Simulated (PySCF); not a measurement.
# C3H6OSi: the cost of one run

Computed with PySCF 2.14.0, with density-fitted response routines of our own, on a single molecule in the gas phase. Atoms are numbered from 0 throughout.

## Step 1: The molecule as given

11 atoms, charge 0, multiplicity 1; geometry from: PBE0-D3(BJ)/def2-SVP.

Bonds of the start (Å): C0–C1 1.34, C1–C2 1.48, C2–O3 1.21, C2–Si4 1.95, C0–H5 1.10, C0–H6 1.09, C1–H7 1.10, Si4–H8 1.50, Si4–H9 1.49, Si4–H10 1.50.

## Step 2: Shielding tensors: HF/pcSseg-2

What the job is given:

```
{"job": {"kind": "nmr", "xc": "HF", "basis": "pcSseg-2", "pop": false}, "charge": 0, "multiplicity": 1}
C     -1.592767     0.694520    -0.170642
C     -1.217630    -0.588780    -0.171148
C      0.187268    -1.030416    -0.008467
O      0.465786    -2.212203     0.009397
Si     1.632277     0.261087     0.195124
H     -0.865307     1.505546    -0.054693
H     -2.638853     0.990213    -0.284342
H     -1.944234    -1.401135    -0.287649
H      1.458399     1.034874     1.463370
H      2.900798    -0.515173     0.236622
H      1.656901     1.231235    -0.943175
```

Level: GIAO HF/pcSseg-2 NMR shielding, non-relativistic, gas phase.

Started as:

```
$ OMP_NUM_THREADS=1 python probes_run.py task.json out
```

This one command runs all jobs of the session in turn.

**Question.** How long does this first job take on 1 thread of Arm Neoverse V2, shared host, and how much memory does it need?

About 13 s, with a peak of 1.1 GiB.
